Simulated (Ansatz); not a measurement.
SiAu3, space group Fm-3m: an equation of state with a fit, run with the Ansatz DFT code, driven from Python.

`eos.py`
```python
'''Energy against volume for SiAu3, with a fit.'''

import ansatz as az
import numpy as np
from scipy.optimize import curve_fit

VECTORS = np.array([
    [0.0, 3.285734, 3.285734],
    [3.285734, 0.0, 3.285734],
    [3.285734, 3.285734, 0.0],
])
SITES = [
    ('Si', (0.0, 0.0, 0.0)),
    ('Au', (0.25, 0.25, 0.25)),
    ('Au', (0.75, 0.75, 0.75)),
    ('Au', (0.5, 0.5, 0.5)),
]


def crystal_on(cell):
    crystal = az.Crystal(lattice=az.Lattice.of(cell))
    for symbol, position in SITES:
        crystal = crystal.atom(symbol, position)
    return crystal

def vinet(v, e0, v0, b0, b1):
    eta = (v / v0) ** (1 / 3)
    return e0 + 2 * b0 * v0 / (b1 - 1) ** 2 * (2 - (5 + 3 * b1 * (eta - 1) - 3 * eta) * np.exp(-1.5 * (b1 - 1) * (eta - 1)))

# uniform scaling of the cell
volumes, energies, pressures = [], [], []
for scale in np.linspace(0.94, 1.06, 7):
    cell = VECTORS * scale ** (1 / 3)
    base = crystal_on(cell).calculation()
    base = base.functional('mr2scan')
    base = base.occupations(az.OccupationsMethod.COLD, width=0.2)
    base = base.scf(extra_bands=8).pseudopotentials('paw')
    base = base.basis(600).kpoints(6, 6, 6)
    base = base.stress()
    summary = base.run(threads=1, backend='cpu').report
    volumes.append(abs(np.linalg.det(cell)) / len(SITES))
    energies.append(summary['free_energy_ev'] / len(SITES))
    pressures.append(np.trace(summary['stress_gpa']) / 3)
    print(f'V = {volumes[-1]:8.4f} A^3/atom  F = {energies[-1]:.5f} eV/atom  P = {pressures[-1]:8.3f} GPa')

guess = (min(energies), volumes[int(np.argmin(energies))], 0.5, 4.5)
(e0, v0, b0, b1), _ = curve_fit(vinet, np.array(volumes), np.array(energies), p0=guess, maxfev=20000)
print(f'Vinet fit: V0 = {v0:.4f} A^3/atom, B0 = {160.21766 * b0:.1f} GPa, B1 = {b1:.2f}')
print('largest residual', round(1000 * float(np.abs(vinet(np.array(volumes), e0, v0, b0, b1) - energies).max()), 3), 'meV/atom')
```

Its results, one of them left out:

| V (Å³/atom) | F less the lowest row shown (meV/atom) |
| --- | --- |
| 16.672 | 6.88 |
| 17.027 | 0.21 |
| 17.382 | 0.00 |
| 17.736 | 5.38 |
| 18.091 | 15.59 |
| 18.446 | 29.97 |
| 18.801 | ? |

What is the missing energy at 18.801 Å³ an atom?

A third-order Birch-Murnaghan fit, E = E0 + (9 V0 B0 / 16) [(t - 1)³ B' + (t - 1)² (6 - 4t)] with t = (V0/V)^(2/3), through the 6 rows shown gives V0 = 17.215 Å³, B0 = 130.9 GPa, B' = 5.98 and E0 = -0.65 meV. At V = 18.801 Å³, t = 0.94294, and the fit extrapolates to 47.95 meV. The run gave 47.98 meV, a miss of 0.04 meV.

Notes:
- These settings explore the input space; cutoff and mesh may be short of convergence.
- For a metal this k-point mesh is coarse: on a finer one energies can move by several to tens of meV an atom and pressures by half a GPa or more, differences at one mesh by less.
- Pressure is positive in compression.
- Spin-orbit coupling, which matters for elements this heavy, is left out.
- The structure comes from a database of computed cells and needn't be a stable or known phase.
- It ran for 60 s on 1 thread of Intel(R) Xeon(R) Platinum 8259CL CPU @ 2.50GHz (Skylake/Cascade Lake), on a shared host, peak memory 0.8 GiB.
